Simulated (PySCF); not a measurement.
**CSe: bond curves at several levels of theory**

Aim: find the lowest electronic state of CSe, scan its bond at several levels of theory, and get bond length, wavenumber and dissociation energy from each curve.

Program: PySCF 2.14.0. Level of theory: C x2c-TZVPPall, Se x2c-TZVPPall, spin-free X2C with a Gaussian nucleus. These are calculated values, not measurements.

## (1) The job

A driver script around PySCF takes these settings:

```json
{"atoms": "C, Se", "charge": "0", "basis": "C x2c-TZVPPall, Se x2c-TZVPPall", "Hamiltonian": "spin-free X2C with a Gaussian nucleus", "basis functions": "79", "electrons treated": "40", "masses in u": "12.0000, 79.9165", "levels": "PBE0, PBE, r²SCAN, TPSSh, PBEsol, BLYP, M06-2X, ωB97X, HF, MP2, SCS-MP2, CCSD, CCSD(T)", "grid": "80 radial by 434 angular points", "occupations": "held fixed by the projection of orbital angular momentum", "dissociation limit": "C + Se, each in its ground configuration", "starting distance in angstrom": "1.825", "values of 2S to try": "0, 2, 4"}
```

On the command line:

```
$ OMP_NUM_THREADS=1 python dia.py task.json out
```

Further steps of the session: The PBE0 curve of the state that the search chose; Other states along the same grid; PBE (GGA); r²SCAN; TPSSh (hybrid meta-GGA); PBEsol (GGA); BLYP (GGA); M06-2X (hybrid meta-GGA); ωB97X (range-separated hybrid); RHF (mean field); MP2 and coupled cluster.

Before running it: what results should come out? Wanted: for each run, Re; ωe; De; μ.

The runs gave:

Lowest PBE0 solution found, without spin–orbit coupling: ¹Σ⁺ (singlet), closed shell. State 2 has its PBE0 minimum 2.77 eV higher. State 3 has its PBE0 minimum 4.76 eV higher. The other levels ran on the lowest alone.

| level | Re (Å) | ωe (cm⁻¹) | De (eV) | μ (D) |
| --- | --- | --- | --- | --- |
| RHF | 1.649 | 1159 | 2.89 | 1.87 |
| RHF-MP2 | 1.673 | 1070 | 6.38 | n/a |
| RHF-SCS-MP2 | 1.673 | 1073 | 6.16 | n/a |
| RHF-CCSD | 1.669 | 1085 | 5.60 | n/a |
| RHF-CCSD(T) | 1.684 | 1031 | 6.04 | n/a |
| PBE | 1.687 | 1020 | 6.65 | 2.13 |
| PBEsol | 1.680 | 1033 | 7.01 | 2.15 |
| BLYP | 1.694 | 997 | 6.38 | 2.12 |
| r²SCAN | 1.674 | 1057 | 6.14 | 2.11 |
| TPSSh | 1.675 | 1055 | 6.08 | 2.07 |
| PBE0 | 1.666 | 1083 | 6.07 | 2.13 |
| M06-2X | 1.665 | 1098 | 5.76 | 2.06 |
| ωB97X | 1.655 | 1125 | 5.97 | 2.23 |

De is counted to C + Se in their ground configurations. A positive dipole means C(−)Se(+).

Bond lengths run from 1.649 Å (RHF) to 1.694 Å (BLYP). Of the levels with a De here, RHF gives the least (2.89 eV) and PBEsol the most (7.01 eV).

Correlated steps freeze 10 core orbitals. T1 is 0.022 near the minimum (highest on the curve 0.043), which may point to more than one leading configuration.
